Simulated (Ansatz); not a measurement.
B2P:

```
CELL_PARAMETERS angstrom
1.51512 0.87475 3.92488
-1.51512 0.87475 3.92488
0.00000 -1.74950 3.92488
ATOMIC_POSITIONS crystal
B 0.42934 0.42934 0.42934
B 0.57066 0.57066 0.57066
P 0.00000 0.00000 0.00000
```

The cell was built by a generator and needn't be a form met in nature.

Base run:

| Item | Value |
| --- | --- |
| Program | Ansatz 0.2.0 |
| Functional | LDA |
| Potentials or basis | Ansatz PAW |
| Cutoff | 420 eV (not typed: the program's choice for these potentials) |
| k mesh | 10 × 10 × 10 |
| Occupations | fermi-dirac, width 0.05 eV |
| Spin | no spin polarisation |

Its results: band gap on the k mesh none (metal or under the smearing width); pressure -6.2 GPa; largest force 0.122 eV/Å.

The run is repeated on the same cell with these changes: functional from LDA to PBE. What comes out?

Band gap on the k mesh none (metal or under the smearing width); pressure -0.2 GPa; largest force 0.093 eV/Å.

PBE binds less tightly than LDA, so the same cell stands under more pressure.

Caveats: the PAW data sets come from PBE, with cores solved anew for the run's functional, which leaves a small shift of forces and pressure (some runs).
